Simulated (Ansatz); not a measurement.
**CuPd: a single-point run**

Wanted: a converged single-point run for CuPd, and a check of what comes out. The structure is shown as the input types it.

Method: DFT, r2SCAN, all-electron PAW with datasets made for the crystal, scalar-relativistic, in Ansatz 0.2.0.

## 1. The structure to begin with

The structure is trigonal, space group R-3m (No. 166). Conventional cell: a = 2.167 Å, b = 2.167 Å, c = 10.125 Å, α = 90.00°, β = 90.00°, γ = 120.00°. Cu (site symmetry -3m) has 6 Pd at 2.10 Å and 6 Cu at 2.17 Å as nearest neighbours. Pd (site symmetry -3m) has 6 Cu at 2.10 Å and 6 Pd at 2.17 Å as nearest neighbours.

As a file:

```cif
data_structure
_symmetry_space_group_name_H-M 'R-3m:H'
_symmetry_Int_Tables_number 166
_cell_length_a 2.1673
_cell_length_b 2.1673
_cell_length_c 10.1255
_cell_angle_alpha 90.000
_cell_angle_beta 90.000
_cell_angle_gamma 120.000
_cell_volume 41.19
loop_
_atom_site_label
_atom_site_type_symbol
_atom_site_symmetry_multiplicity
_atom_site_Wyckoff_symbol
_atom_site_fract_x
_atom_site_fract_y
_atom_site_fract_z
_atom_site_occupancy
Cu1 Cu 3 a 0.00000 0.00000 0.00000 1
Pd1 Pd 3 b 0.66667 0.33333 0.83333 1
```

## 2. The run

Input file input.yaml:

```yaml
crystal:
  lattice:
    - [1.08366128, 0.62565213, 3.37516384]
    - [-1.08366128, 0.62565213, 3.37516384]
    - [0.0, -1.25130427, 3.37516384]
  atoms:
    - { symbol: Cu, position: [0.0, 0.0, 0.0] }
    - { symbol: Pd, position: [0.5, 0.5, 0.5] }
kpoints:
  mp_grid: { grid: [15, 15, 15] }
scf:
  occupations: { method: fermi_dirac, width: 0.05 }
  max_iter: 50
hamiltonian:
  xc: r2scan
  pseudopotentials: { kind: all_electron, datasets: crystal }
output:
  forces: true
  stress: true
  eigenvalues: true
  efg: { contact_densities: true }
```

Started as:

```sh
ansatz run input.yaml --threads 1 --pin off --max-ram 2048MiB --backend cpu --events-out ev --progress --plain --runs-dir out
```

**Question.** How will this run end, and is anything wrong with its input?

The program finished normally, with warnings (crystal datasets made, gradients without spin orbit). It gives a pressure of 619 GPa, which is large; a structure far from rest gives such values too, whatever the setting.

All distances are much too short, so cores begin to overlap. The shortest distance in the input is 2.10 Å, between atoms 1 (Cu) and 2 (Pd).

Fix: use the intended lattice or bond lengths.
